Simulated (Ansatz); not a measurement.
# C₂H₉BSSi: how energies converge with the basis set

One table from this session's results is given with a row withheld; the runs are named, their logs left out.

Method: one geometry, several basis sets; program: Ansatz 0.2.0, Gaussian basis.

Levels to be run: PBE0-D4/def2-SVP; ωB97M-V/def2-SVP; PBE0-D4/def2-QZVPP; ωB97M-V/def2-QZVPP; the functionals' def2-TZVPP values are taken from earlier runs.

## Structure used throughout

The geometry comes from an earlier relaxation with PBE0-D4 in a triple-zeta def2 set; it is a stationary point, not always the lowest conformer.

14 atoms, charge 0, spin multiplicity 1.

Atoms are counted from 1 here; the program's logs count them from 0.

Bond lengths: C1–C2 1.529 Å, C1–H6 1.092 Å, C1–H7 1.093 Å, C1–H8 1.093 Å, C2–B3 1.560 Å, C2–H9 1.094 Å, C2–H10 1.102 Å, B3–S4 1.792 Å, B3–H11 1.201 Å, S4–Si5 2.148 Å, Si5–H12 1.483 Å, Si5–H13 1.484 Å, Si5–H14 1.483 Å. Angles: C2–C1–H6 111.5°, C2–C1–H7 111.2°, C2–C1–H8 111.2°, H6–C1–H7 107.9°, H6–C1–H8 107.5°, H7–C1–H8 107.4°, C1–C2–B3 114.1°, C1–C2–H9 110.9°, C1–C2–H10 108.7°, B3–C2–H9 112.2°, B3–C2–H10 104.8°, H9–C2–H10 105.5°, C2–B3–S4 120.7°, C2–B3–H11 120.5°, S4–B3–H11 118.8°, B3–S4–Si5 99.2°, S4–Si5–H12 110.4°, S4–Si5–H13 107.1° and more.

The first run:

The input, in.yaml:

```yaml
crystal:
  periodic: [false, false, false]
  atoms:
    - {symbol: C, position_ang: [-1.000203, 1.200098, 1.933484]}
    - {symbol: C, position_ang: [0.323634, 0.957232, 1.208940]}
    - {symbol: B, position_ang: [0.226074, -0.060136, 0.030121]}
    - {symbol: S, position_ang: [1.097610, 0.235748, -1.507684]}
    - {symbol: Si, position_ang: [0.576207, -1.568807, -2.550353]}
    - {symbol: H, position_ang: [-0.868364, 1.848721, 2.802551]}
    - {symbol: H, position_ang: [-1.439335, 0.261236, 2.279249]}
    - {symbol: H, position_ang: [-1.729654, 1.678318, 1.275202]}
    - {symbol: H, position_ang: [0.780044, 1.903488, 0.902538]}
    - {symbol: H, position_ang: [1.035877, 0.502348, 1.916253]}
    - {symbol: H, position_ang: [-0.417260, -1.067312, 0.145289]}
    - {symbol: H, position_ang: [1.090588, -2.753437, -1.820958]}
    - {symbol: H, position_ang: [1.207909, -1.495093, -3.891225]}
    - {symbol: H, position_ang: [-0.896227, -1.671704, -2.694608]}
basis:
  gaussian: {orbitals: def2-SVP}
hamiltonian: {xc: pbe0, dispersion: d4}
output: {orbitals: {seedname: orbitals}}
```

Among the steps run: PBE0-D4 in def2-SVP; ωB97M-V in def2-SVP; PBE0-D4 in def2-QZVPP; ωB97M-V in def2-QZVPP.

One of the session's tables, all rows but one given; the rest of the session is left out.

It belongs to the step «Functionals by basis». 

```
functional       basis  HOMO (eV)
   PBE0-D4    def2-SVP      -7.90
   PBE0-D4  def2-TZVPP      -7.94
   PBE0-D4  def2-QZVPP      -7.95
   ωB97M-V    def2-SVP          ?
   ωB97M-V  def2-TZVPP     -10.08
   ωB97M-V  def2-QZVPP     -10.09
```

Q: Estimate the row for ωB97M-V, def2-SVP from the others.

The run gave: HOMO (eV): -10.01. In the column «HOMO (eV)» it lies between ωB97M-V, def2-TZVPP (-10.08) and PBE0-D4, def2-QZVPP (-7.95).
